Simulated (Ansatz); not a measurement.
# Sb in Ansatz: further runs

The runs below take Sb through single point, with PBE, LDA, PBEsol.

Program: Ansatz 0.2.0. These are calculated values, not measurements. Logs are shortened: lines on timing, memory, paths and dates and some standing lists are left out, and cuts for length are marked.

### Step 1. The sheet as given

The cell holds a sheet with vacuum, 2 atoms: a = 3.231 Å, b = 3.110 Å, c = 31.360 Å, α = 90.00°, β = 90.00°, γ = 90.00°.

The cell was built by a generator and needn't be a form met in nature.

### Step 2. Single point, PBE

File input.yaml:

```yaml
crystal:
  lattice:
    - [3.23056, 0.0, 0.0]
    - [0.0, 3.1098, 0.0]
    - [0.0, 0.0, 31.36]
  atoms:
    - { symbol: Sb, position: [0.0, 0.0, 0.24638] }
    - { symbol: Sb, position: [0.5, 0.0, 0.3276] }
kpoints:
  mp_grid: { grid: [8, 9, 1] }
scf:
  occupations: { method: fermi_dirac, width: 0.05 }
hamiltonian:
  xc: pbe
  pseudopotentials: { kind: all_electron, lapw: { basis_error: 0.002 } }
output:
  forces: true
  stress: true
  eigenvalues: true
```

Potentials or basis: all-electron LAPW, scalar-relativistic.

On the command line:

```bash
$ ansatz run input.yaml --threads 4 --pin off --max-ram 12288MiB --backend cpu --events-out ev --progress --plain --runs-dir out
```

Log:

```text
Warning: RAYON_NUM_THREADS=4 ignored (pool sized by the plan → 4); use --threads N
LAPW: plane waves up to 7.099 Å⁻¹, error target 2.0e-3 eV per atom; small_component_spin mean_spin; Sb in spheres of 1.508 Å, 23 of its electrons in bands, Dirac shells [] (how accurate: hamiltonian.pseudopotentials.lapw.basis_error, Limitations)
Engine: ansatz 0.2.0, x86_64-unknown-linux-gnu
Pseudopotentials: kind: all_electron
Pseudopotential: Sb, LAPW, valence charge 23, lapw/all_electron/scalar/gaussian/Sb, Koelling and Harmon's equation, gaussian nucleus
Functional definition: PBE
  parameter kappa = 0.804
  parameter beta = 0.06672455060314922
  exchange = pbe_x(kappa = kappa, mu = beta*pi^2/3)
  correlation = pbe_c(beta = beta)
Crystal: 2 atoms, lattice volume = 315.055 Å³
Basis set: ecut = 191.98057378471486 eV, 1875 PW (Γ), exchange–correlation at level 2
Bands: 28, of which v1, the nominal top of the filled ones, is band 23 counted from 1 (22 counted from 0)
Symmetry: 8 space group operations
Space group: Pmma (ITA 51), of the structure as read, at distance tolerance 6.8e-5 Å
k-points: 25 of 72
Non-local potential: Sb, projectors of the file, none
Initial density: superposition of atomic densities (neutral atoms: chi_scale 0, normalization atom)
Initial wavefunctions: plane waves of lowest kinetic energy (no species holds an atomic orbital)
Functional: x = pbe(κ = 0.804, μ = 0.2195149727645171), c = pbe(β = 0.06672455060314922)
iter 1 solved again at ethr=3.90e-4 eV; its pass at ethr=1.00e-1 eV (dr2=1.79e-1 eV) is discarded
SCF iter   1: F=—  HF=-352735.906603 eV  |F-HF|=—  |Δ(HF+E_count)|=         —  Δρ=4.07e-3  dr2=1.81e-1  ethr=3.90e-4  ⟨swp⟩=3.7  Hψ=4596  notcnv=0
preconditioner: auto → LDOS  [metal: Δε(μ)=0.039 eV  Ē_g=8.745 eV  σ=0.050 eV  W_gap=0.19  n_scr=24 (ndim 8)  ℏωp=6.6 eV  f_vac=0.776  D(μ)=1.32/eV (n_scr^D=8)  β→1.0]
iter 2 solved again at ethr=3.23e-5 eV; its pass at ethr=3.90e-4 eV (dr2=1.49e-2 eV) is discarded
SCF iter   2: F=—  HF=-352735.871297 eV  |F-HF|=—  |Δ(HF+E_count)|=   3.53e-2  Δρ=1.68e-3  dr2=1.48e-2  ethr=3.23e-5  ⟨swp⟩=2.0  Hψ=3848  notcnv=0
SCF iter   3: F=—  HF=-352735.872067 eV  |F-HF|=—  |Δ(HF+E_count)|=   7.70e-4  Δρ=8.10e-4  dr2=1.19e-2  ethr=3.21e-5  ⟨swp⟩=3.0  Hψ=2317  notcnv=0
SCF iter   4: F=—  HF=-352735.866815 eV  |F-HF|=—  |Δ(HF+E_count)|=   5.25e-3  Δρ=1.45e-4  dr2=3.97e-4  ethr=2.58e-5  ⟨swp⟩=2.8  Hψ=2162  notcnv=0
SCF iter   5: F=—  HF=-352735.866748 eV  |F-HF|=—  |Δ(HF+E_count)|=   6.70e-5  Δρ=6.65e-5  dr2=7.33e-5  ethr=8.63e-7  ⟨swp⟩=3.0  Hψ=2183  notcnv=0
SCF iter   6: F=—  HF=-352735.866723 eV  |F-HF|=—  |Δ(HF+E_count)|=   2.52e-5  Δρ=2.23e-5  dr2=2.25e-6  ethr=1.59e-7  ⟨swp⟩=2.8  Hψ=2124  notcnv=0
SCF iter   7: F=—  HF=-352735.866724 eV  |F-HF|=—  |Δ(HF+E_count)|=   1.25e-6  Δρ=5.33e-6  dr2=1.09e-7  ethr=4.89e-9  ⟨swp⟩=3.0  Hψ=2199  notcnv=0
SCF iter   8: F=-352735.866725 eV  HF=-352735.866725 eV  |F-HF|=5.70e-9  |Δ(HF+E_count)|=   1.04e-7  Δρ=8.64e-7  dr2=1.01e-8  ethr=2.37e-10  ⟨swp⟩=3.0  Hψ=2213  notcnv=0
SCF 1 converged in 8 iterations: F = -352735.866725 eV  dr2 = 1.01e-8
SCF converged after 8 iterations
Free energy (F): -352735.866725 eV
Harris-Foulkes:  -352735.866725 eV  (|F-HF|=5.70e-9)
Internal energy: -352735.855911 eV  (E = F + TS)
E sigma→0 (E₀):  -352735.861318 eV
Entropy (-TS):   -0.010814 eV (-5.407 meV/atom)
Fermi energy:    -0.718703 eV
--- Per-component energies (eV) ---
  E_band       = -2415.111676
  E_kinetic    = 371743.568989
  E_xc         = -9286.837711
  E_electrostatic = -715192.587189  (all electrons and nuclei)
  E_smearing   = -0.010814  (= −TS)
  E_closure    = 0.000000  (closes the sum)
  E_atoms      = -352728.128962  (free atoms, spherical and without spin; not in F)
  Σ components = -352735.866725   (vs F -352735.866725, Δ=0.00e0)
  Basis errors (estimates in eV, not in F): energy 8.5e-4 per atom: plane waves 7.6e-4 (4.6e-4 summed), levels above the bands 3.2e-39, relativity 5.4e-8, radial functions 8.4e-5, core shells 1.9e-9; eigenvalues (radial functions only) 1.1e-6; not estimated: angular momenta, meshes, grids; target (lapw.basis_error) 2.0e-3; muffin-tin radii Sb 1.508 Å
--- Forces (eV/Å), atoms counted from 1 ---
  atom   1  Sb    -0.00000000     0.00000000    -0.05221059
  atom   2  Sb     0.00000000    -0.00000000     0.05221059
  max |Σ_I F_I| component: 6.94e-18 eV/Å
--- Stress (GPa, compression-positive) ---
        0.647003       0.000000      -0.000000
        0.000000       0.110533      -0.000000
       -0.000000      -0.000000       0.069193
  P = ⅓ Tr σ = 0.2756 GPa (2.756 kbar)
--- Band table (eV; the first three rows and the last of 25) ---
  k-point 0: bands = ["-145.1284", "-145.1282", "-98.1106", "-98.1095", "-98.0977", "-98.0945", "-98.0832", "-98.0829", "-30.0174", "-30.0123", "-29.9601", "-29.9424", "-29.9184", "-29.8848", "-29.8673", "-29.8539", "-29.8425", "-29.8385", "-13.2303", "-10.6845", "-4.6994", "-0.1739", "1.1821", "2.4352", "2.6232", "3.0911", "3.2356", "3.5523"]
  k-point 1: bands = ["-145.1284", "-145.1282", "-98.1105", "-98.1094", "-98.0977", "-98.0945", "-98.0835", "-98.0832", "-30.0053", "-30.0001", "-29.9596", "-29.9414", "-29.9063", "-29.8909", "-29.8726", "-29.8589", "-29.8477", "-29.8381", "-13.0551", "-10.5053", "-4.5314", "0.0067", "0.5940", "1.3497", "2.7502", "2.8109", "3.3000", "3.4272"]
  k-point 2: bands = ["-145.1283", "-145.1281", "-98.1105", "-98.1094", "-98.0976", "-98.0944", "-98.0843", "-98.0840", "-29.9931", "-29.9589", "-29.9582", "-29.9363", "-29.9065", "-29.8860", "-29.8717", "-29.8701", "-29.8608", "-29.8371", "-12.5445", "-9.9774", "-4.0655", "-2.0750", "0.0206", "0.6066", "1.8181", "3.3554", "3.8557", "4.0002"]
  k-point 24: bands = ["-145.1281", "-145.1281", "-98.1114", "-98.1114", "-98.0958", "-98.0958", "-98.0856", "-98.0856", "-29.9673", "-29.9673", "-29.9473", "-29.9473", "-29.8986", "-29.8986", "-29.8467", "-29.8467", "-29.7912", "-29.7912", "-7.7541", "-7.7541", "-3.6240", "-3.6240", "-3.3179", "-3.3179", "1.0790", "1.0790", "2.5443", "2.5443"]
```

Run time: 25 s. Hardware: 4 threads of Intel Xeon at 2.50GHz (Skylake/Cascade Lake), shared host; peak memory 0.63 GiB.

Results:

```
Free energy            : -352735.8667 eV
Largest force          : 0.052 eV/Å
Band gap on the k mesh : none (metal or under the smearing width)
Work function          : 3.88 eV
```

Forces in eV/Å, atoms in the order of the input:
```
Sb   0.000  0.000 -0.052
Sb   0.000  0.000  0.052
```

Levels at points of the mesh, in eV from the Fermi level:
| k point | band 20 | band 21 | band 22 | band 23 | band 24 | band 25 | band 26 | band 27 |
| --- | --- | --- | --- | --- | --- | --- | --- | --- |
| (0.00, 0.00, 0.00) | -9.97 | -3.98 | 0.54 | 1.90 | 3.15 | 3.34 | 3.81 | 3.95 |
| (-0.50, 0.00, 0.00) | -9.39 | -4.74 | -4.74 | -0.20 | -0.20 | 5.30 | 5.30 | 5.75 |

Spin-orbit coupling is left out, which matters for the levels of Sb.

### Step 3. Single point, LDA

input.yaml, as its differences from that of step 2:

```diff
@@ -13,3 +13,3 @@
 hamiltonian:
-  xc: pbe
+  xc: lda
   pseudopotentials: { kind: all_electron, lapw: { basis_error: 0.002 } }
```

Potentials or basis: all-electron LAPW, scalar-relativistic.

On the command line:

```bash
$ ansatz run input.yaml --threads 4 --pin off --max-ram 12288MiB --backend cpu --events-out ev --progress --plain --runs-dir out
```

Log:

```text
Warning: RAYON_NUM_THREADS=4 ignored (pool sized by the plan → 4); use --threads N
LAPW: plane waves up to 7.107 Å⁻¹, error target 2.0e-3 eV per atom; small_component_spin mean_spin; Sb in spheres of 1.508 Å, 23 of its electrons in bands, Dirac shells [] (how accurate: hamiltonian.pseudopotentials.lapw.basis_error, Limitations)
[... 3 set-up lines as earlier in the session ...]
Functional definition: SPW92
  exchange = slater_x
  correlation = pw_c
Crystal: 2 atoms, lattice volume = 315.055 Å³
Basis set: ecut = 192.43065086466353 eV, 1887 PW (Γ), exchange–correlation at level 2
Bands: 28, of which v1, the nominal top of the filled ones, is band 23 counted from 1 (22 counted from 0)
[... 2 set-up lines as earlier in the session ...]
k-points: 25 of 72
[... 3 set-up lines as earlier in the session ...]
Functional: x = slater, c = lda
iter 1 solved again at ethr=3.82e-4 eV; its pass at ethr=1.00e-1 eV (dr2=1.76e-1 eV) is discarded
SCF iter   1: F=—  HF=-352438.761634 eV  |F-HF|=—  |Δ(HF+E_count)|=         —  Δρ=4.07e-3  dr2=1.77e-1  ethr=3.82e-4  ⟨swp⟩=3.6  Hψ=4598  notcnv=0
preconditioner: auto → LDOS  [metal: Δε(μ)=0.064 eV  Ē_g=8.785 eV  σ=0.050 eV  W_gap=0.30  n_scr=24 (ndim 8)  ℏωp=6.6 eV  f_vac=0.776  D(μ)=1.26/eV (n_scr^D=8)  β→1.0]
SCF iter   2: F=—  HF=-352438.716116 eV  |F-HF|=—  |Δ(HF+E_count)|=   4.55e-2  Δρ=1.74e-3  dr2=1.78e-2  ethr=3.82e-4  ⟨swp⟩=3.5  Hψ=2410  notcnv=0
SCF iter   3: F=—  HF=-352438.711824 eV  |F-HF|=—  |Δ(HF+E_count)|=   4.29e-3  Δρ=7.73e-4  dr2=1.10e-2  ethr=3.87e-5  ⟨swp⟩=3.0  Hψ=2292  notcnv=0
SCF iter   4: F=—  HF=-352438.707277 eV  |F-HF|=—  |Δ(HF+E_count)|=   4.55e-3  Δρ=2.38e-4  dr2=1.24e-3  ethr=2.39e-5  ⟨swp⟩=2.3  Hψ=2098  notcnv=0
SCF iter   5: F=—  HF=-352438.706729 eV  |F-HF|=—  |Δ(HF+E_count)|=   5.48e-4  Δρ=1.04e-4  dr2=1.98e-4  ethr=2.70e-6  ⟨swp⟩=2.9  Hψ=2137  notcnv=0
iter 6 solved again at ethr=8.80e-9 eV; its pass at ethr=4.31e-7 eV (dr2=4.05e-6 eV) is discarded
SCF iter   6: F=—  HF=-352438.706668 eV  |F-HF|=—  |Δ(HF+E_count)|=   6.08e-5  Δρ=2.10e-5  dr2=4.12e-6  ethr=8.80e-9  ⟨swp⟩=2.1  Hψ=3593  notcnv=0
iter 7 met the thresholds in force, and the SCF goes on: an eigenvalue changes by 25.94 meV, over its tolerance of 10.00 meV (output.eigenvalues, Limitations)
SCF iter   7: F=-352438.706666 eV  HF=-352438.706666 eV  |F-HF|=1.23e-7  |Δ(HF+E_count)|=   1.86e-6  Δρ=4.66e-6  dr2=8.86e-8  ethr=8.80e-9  ⟨swp⟩=2.9  Hψ=2127  notcnv=0
SCF iter   8: F=-352438.706666 eV  HF=-352438.706666 eV  |F-HF|=2.85e-9  |Δ(HF+E_count)|=   1.00e-7  Δρ=6.08e-7  dr2=8.71e-9  ethr=1.93e-10  ⟨swp⟩=3.0  Hψ=2165  notcnv=0
SCF 1 converged in 8 iterations: F = -352438.706666 eV  dr2 = 8.71e-9
SCF converged after 8 iterations
an eigenvalue changed by more than its tolerance at an iteration that met the thresholds in force, so the SCF went on 1 time: the last check found none over its tolerance
Free energy (F): -352438.706666 eV
Harris-Foulkes:  -352438.706666 eV  (|F-HF|=2.85e-9)
Internal energy: -352438.696032 eV  (E = F + TS)
E sigma→0 (E₀):  -352438.701349 eV
Entropy (-TS):   -0.010634 eV (-5.317 meV/atom)
Fermi energy:    -1.005137 eV
--- Per-component energies (eV) ---
  E_band       = -2418.323837
  E_kinetic    = 371329.436316
  E_xc         = -8985.581822
  E_electrostatic = -714782.550526  (all electrons and nuclei)
  E_smearing   = -0.010634  (= −TS)
  E_closure    = 0.000000  (closes the sum)
  E_atoms      = -352429.757022  (free atoms, spherical and without spin; not in F)
  Σ components = -352438.706666   (vs F -352438.706666, Δ=0.00e0)
  Basis errors (estimates in eV, not in F): energy 8.1e-4 per atom: plane waves 7.6e-4 (4.5e-4 summed), levels above the bands 5.5e-40, relativity 6.2e-9, radial functions 4.9e-5, core shells 1.7e-9; eigenvalues (radial functions only) 1.1e-6; not estimated: angular momenta, meshes, grids; target (lapw.basis_error) 2.0e-3; muffin-tin radii Sb 1.508 Å
--- Forces (eV/Å), atoms counted from 1 ---
  atom   1  Sb    -0.00000000     0.00000000     0.28168131
  atom   2  Sb     0.00000000    -0.00000000    -0.28168131
  max |Σ_I F_I| component: 5.55e-17 eV/Å
--- Stress (GPa, compression-positive) ---
       -0.107818       0.000000      -0.000000
        0.000000      -0.630471      -0.000000
       -0.000000      -0.000000      -0.363239
  P = ⅓ Tr σ = -0.3672 GPa (-3.672 kbar)
--- Band table (eV; the first three rows and the last of 25) ---
  k-point 0: bands = ["-144.8648", "-144.8646", "-98.0011", "-98.0000", "-97.9924", "-97.9891", "-97.9748", "-97.9745", "-30.1478", "-30.1408", "-30.0889", "-30.0713", "-30.0487", "-30.0125", "-29.9911", "-29.9774", "-29.9695", "-29.9653", "-13.5463", "-11.0243", "-4.9537", "-0.4823", "0.8715", "2.1154", "2.5545", "3.0872", "3.2100", "3.2206"]
  k-point 1: bands = ["-144.8648", "-144.8646", "-98.0011", "-98.0000", "-97.9924", "-97.9891", "-97.9751", "-97.9748", "-30.1337", "-30.1301", "-30.0884", "-30.0705", "-30.0364", "-30.0188", "-29.9965", "-29.9826", "-29.9747", "-29.9649", "-13.3722", "-10.8463", "-4.7859", "-0.3009", "0.3061", "1.0374", "2.4390", "2.7398", "3.2901", "3.3847"]
  k-point 2: bands = ["-144.8648", "-144.8646", "-98.0011", "-97.9999", "-97.9923", "-97.9890", "-97.9760", "-97.9757", "-30.1214", "-30.0873", "-30.0869", "-30.0663", "-30.0346", "-30.0101", "-29.9995", "-29.9955", "-29.9880", "-29.9639", "-12.8651", "-10.3223", "-4.3208", "-2.3478", "-0.2642", "0.2800", "1.5005", "3.2735", "3.8490", "3.8733"]
  k-point 24: bands = ["-144.8645", "-144.8645", "-98.0020", "-98.0020", "-97.9904", "-97.9904", "-97.9773", "-97.9773", "-30.0967", "-30.0967", "-30.0732", "-30.0732", "-30.0258", "-30.0258", "-29.9734", "-29.9734", "-29.9181", "-29.9181", "-8.1388", "-8.1388", "-3.8867", "-3.8867", "-3.5982", "-3.5982", "0.7933", "0.7933", "2.3304", "2.3304"]
```

Run time: 26 s. Hardware: 4 threads of Intel Xeon at 2.50GHz (Skylake/Cascade Lake), shared host; peak memory 0.62 GiB.

What came out:

* Free energy: -352438.7067 eV
* Largest force: 0.282 eV/Å
* Band gap on the k mesh: none (metal or under the smearing width)
* Work function: 4.15 eV

Forces on the atoms (eV/Å):
```
Sb   0.000  0.000  0.282
Sb   0.000  0.000 -0.282
```

Stress tensor (GPa, compression positive):
```
-0.11  0.00  0.00
 0.00 -0.63  0.00
 0.00  0.00 -0.36
```

### Step 4. Single point, PBEsol

input.yaml, as its differences from that of step 3:

```diff
@@ -13,3 +13,3 @@
 hamiltonian:
-  xc: lda
+  xc: pbesol
   pseudopotentials: { kind: all_electron, lapw: { basis_error: 0.002 } }
```

Potentials or basis: all-electron LAPW, scalar-relativistic.

On the command line:

```bash
$ ansatz run input.yaml --threads 4 --pin off --max-ram 12288MiB --backend cpu --events-out ev --progress --plain --runs-dir out
```

Log:

```text
Warning: RAYON_NUM_THREADS=4 ignored (pool sized by the plan → 4); use --threads N
LAPW: plane waves up to 7.102 Å⁻¹, error target 2.0e-3 eV per atom; small_component_spin mean_spin; Sb in spheres of 1.508 Å, 23 of its electrons in bands, Dirac shells [] (how accurate: hamiltonian.pseudopotentials.lapw.basis_error, Limitations)
[... 3 set-up lines as earlier in the session ...]
Functional definition: PBEsol
  exchange = pbesol_x
  correlation = pbesol_c
Crystal: 2 atoms, lattice volume = 315.055 Å³
Basis set: ecut = 192.15372840694258 eV, 1883 PW (Γ), exchange–correlation at level 2
Bands: 28, of which v1, the nominal top of the filled ones, is band 23 counted from 1 (22 counted from 0)
[... 2 set-up lines as earlier in the session ...]
k-points: 25 of 72
[... 3 set-up lines as earlier in the session ...]
Functional: x = pbesol(κ = 0.804, μ = 0.12345679012345678), c = pbesol(β = 0.046)
iter 1 solved again at ethr=3.77e-4 eV; its pass at ethr=1.00e-1 eV (dr2=1.74e-1 eV) is discarded
SCF iter   1: F=—  HF=-352583.087128 eV  |F-HF|=—  |Δ(HF+E_count)|=         —  Δρ=4.06e-3  dr2=1.75e-1  ethr=3.77e-4  ⟨swp⟩=3.7  Hψ=4603  notcnv=0
preconditioner: auto → LDOS  [metal: Δε(μ)=0.048 eV  Ē_g=8.768 eV  σ=0.050 eV  W_gap=0.23  n_scr=24 (ndim 8)  ℏωp=6.6 eV  f_vac=0.777  D(μ)=1.29/eV (n_scr^D=8)  β→1.0]
iter 2 solved again at ethr=3.62e-5 eV; its pass at ethr=3.77e-4 eV (dr2=1.67e-2 eV) is discarded
SCF iter   2: F=—  HF=-352583.045994 eV  |F-HF|=—  |Δ(HF+E_count)|=   4.11e-2  Δρ=1.72e-3  dr2=1.65e-2  ethr=3.62e-5  ⟨swp⟩=2.0  Hψ=3849  notcnv=0
SCF iter   3: F=—  HF=-352583.044108 eV  |F-HF|=—  |Δ(HF+E_count)|=   1.89e-3  Δρ=7.71e-4  dr2=1.12e-2  ethr=3.59e-5  ⟨swp⟩=3.0  Hψ=2298  notcnv=0
SCF iter   4: F=—  HF=-352583.039582 eV  |F-HF|=—  |Δ(HF+E_count)|=   4.53e-3  Δρ=2.32e-4  dr2=1.23e-3  ethr=2.42e-5  ⟨swp⟩=2.4  Hψ=2114  notcnv=0
SCF iter   5: F=—  HF=-352583.039095 eV  |F-HF|=—  |Δ(HF+E_count)|=   4.87e-4  Δρ=1.05e-4  dr2=2.14e-4  ethr=2.68e-6  ⟨swp⟩=2.8  Hψ=2131  notcnv=0
SCF iter   6: F=—  HF=-352583.039034 eV  |F-HF|=—  |Δ(HF+E_count)|=   6.12e-5  Δρ=2.25e-5  dr2=4.97e-6  ethr=4.64e-7  ⟨swp⟩=3.0  Hψ=2177  notcnv=0
SCF iter   7: F=—  HF=-352583.039033 eV  |F-HF|=—  |Δ(HF+E_count)|=   9.64e-7  Δρ=5.46e-6  dr2=1.55e-7  ethr=1.08e-8  ⟨swp⟩=3.0  Hψ=2173  notcnv=0
SCF iter   8: F=-352583.039033 eV  HF=-352583.039033 eV  |F-HF|=5.53e-9  |Δ(HF+E_count)|=   2.31e-8  Δρ=8.13e-7  dr2=9.33e-9  ethr=3.37e-10  ⟨swp⟩=3.0  Hψ=2210  notcnv=0
SCF 1 converged in 8 iterations: F = -352583.039033 eV  dr2 = 9.33e-9
SCF converged after 8 iterations
Free energy (F): -352583.039033 eV
Harris-Foulkes:  -352583.039033 eV  (|F-HF|=5.53e-9)
Internal energy: -352583.028283 eV  (E = F + TS)
E sigma→0 (E₀):  -352583.033658 eV
Entropy (-TS):   -0.010750 eV (-5.375 meV/atom)
Fermi energy:    -0.819460 eV
--- Per-component energies (eV) ---
  E_band       = -2414.350636
  E_kinetic    = 371551.268006
  E_xc         = -9131.693047
  E_electrostatic = -715002.603242  (all electrons and nuclei)
  E_smearing   = -0.010750  (= −TS)
  E_closure    = 0.000000  (closes the sum)
  E_atoms      = -352574.528891  (free atoms, spherical and without spin; not in F)
  Σ components = -352583.039033   (vs F -352583.039033, Δ=0.00e0)
  Basis errors (estimates in eV, not in F): energy 8.3e-4 per atom: plane waves 7.6e-4 (4.6e-4 summed), levels above the bands 7.6e-40, relativity 3.4e-9, radial functions 7.1e-5, core shells 1.8e-9; eigenvalues (radial functions only) 1.1e-6; not estimated: angular momenta, meshes, grids; target (lapw.basis_error) 2.0e-3; muffin-tin radii Sb 1.508 Å
--- Forces (eV/Å), atoms counted from 1 ---
  atom   1  Sb    -0.00000000     0.00000000     0.17303113
  atom   2  Sb     0.00000000    -0.00000000    -0.17303113
  max |Σ_I F_I| component: 2.78e-17 eV/Å
--- Stress (GPa, compression-positive) ---
        0.136549       0.000000      -0.000000
        0.000000      -0.393541      -0.000000
       -0.000000      -0.000000      -0.222531
  P = ⅓ Tr σ = -0.1598 GPa (-1.598 kbar)
--- Band table (eV; the first three rows and the last of 25) ---
  k-point 0: bands = ["-144.9728", "-144.9726", "-98.0103", "-98.0091", "-97.9996", "-97.9964", "-97.9839", "-97.9836", "-30.0198", "-30.0134", "-29.9615", "-29.9439", "-29.9210", "-29.8860", "-29.8661", "-29.8526", "-29.8434", "-29.8388", "-13.3402", "-10.7954", "-4.7931", "-0.2522", "1.0805", "2.3303", "2.6756", "3.1089", "3.2288", "3.4475"]
  k-point 1: bands = ["-144.9728", "-144.9726", "-98.0102", "-98.0091", "-97.9996", "-97.9963", "-97.9842", "-97.9840", "-30.0064", "-30.0023", "-29.9609", "-29.9430", "-29.9088", "-29.8923", "-29.8715", "-29.8577", "-29.8486", "-29.8384", "-13.1650", "-10.6163", "-4.6246", "-0.0713", "0.4890", "1.2481", "2.6515", "2.8629", "3.3128", "3.4203"]
  k-point 2: bands = ["-144.9727", "-144.9725", "-98.0102", "-98.0091", "-97.9995", "-97.9963", "-97.9851", "-97.9848", "-29.9942", "-29.9601", "-29.9595", "-29.9386", "-29.9081", "-29.8850", "-29.8722", "-29.8705", "-29.8618", "-29.8374", "-12.6542", "-10.0886", "-4.1571", "-2.1812", "-0.0760", "0.5208", "1.7166", "3.4060", "3.8733", "3.9927"]
  k-point 24: bands = ["-144.9725", "-144.9725", "-98.0111", "-98.0111", "-97.9976", "-97.9976", "-97.9864", "-97.9864", "-29.9691", "-29.9691", "-29.9474", "-29.9474", "-29.8996", "-29.8996", "-29.8469", "-29.8469", "-29.7917", "-29.7917", "-7.8696", "-7.8696", "-3.7161", "-3.7161", "-3.4167", "-3.4167", "0.9885", "0.9885", "2.4146", "2.4146"]
```

Wall time 25 s (4 threads of Intel Xeon at 2.50GHz (Skylake/Cascade Lake), shared host); peak memory 0.63 GiB.

Results:

- Free energy: -352583.0390 eV
- Largest force: 0.173 eV/Å
- Band gap on the k mesh: none (metal or under the smearing width)
- Work function: 3.97 eV

Forces on the atoms (eV/Å):
```
Sb   0.000  0.000  0.173
Sb   0.000  0.000 -0.173
```

Spin-orbit coupling is left out, which matters for the levels of Sb.

### Step 5. The runs side by side

| level | gap on the mesh (eV) | largest force (eV/Å) | work function (eV) |
| --- | --- | --- | --- |
| PBE | none | 0.05 | 3.88 |
| LDA | none | 0.28 | 4.15 |
| PBEsol | none | 0.17 | 3.97 |

Alike in all rows: task single point; potentials or basis all-electron LAPW, scalar-relativistic; no spin polarisation; cell as given; k mesh 8 × 9 × 1; cutoff (eV) 192; smearing fermi-dirac 0.05 eV; basis error allowed 0.002 eV/atom.

Every run on the cell as given and a fine mesh finds a metal.

Compare energies only between runs with the same functional and basis.
